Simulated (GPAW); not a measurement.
NbTe:

```
Te Nb
1.0
     3.70297    0.00000    0.00000
    -1.85149    3.20687    0.00000
     0.00000    0.00000    3.69421
Te Nb
1 1
Cartesian
  1.8515 1.0690 0.0000
  0.0000 0.0000 1.8471
```

The cell comes from a database or a generator and needn't be the stable form of this composition.

Program: GPAW 26.7.0. Alike in all runs: no spin polarisation; cell as given; cutoff (eV) 600.

Task: Order these runs on this cell by their pressure, lowest first.
A. level RPBE; potentials or basis the program's PAW data sets (release 1.2.1) made for this functional, pw; k mesh 8 × 8 × 7; smearing gaussian 0.02 eV
B. level LDA; potentials or basis the program's PAW data sets (release 1.2.1) made for this functional, pw; k mesh 7 × 7 × 6; smearing fermi-dirac 0.05 eV; band path GMKGALHA,LM,KH; band points 60
C. level PBEsol; potentials or basis PAW data sets generated in the run's folder for this functional, pw; k mesh 8 × 8 × 7; smearing gaussian 0.05 eV
D. level PBE; potentials or basis GPAW PAW data sets (gpaw-data 1.2.1), pw; k mesh 8 × 8 × 7; smearing fermi-dirac 0.05 eV

Result: B (-8.5 GPa), C (-6.1 GPa), D (-1.5 GPa), A (0.7 GPa).

Not every run made on this cell is shown here.
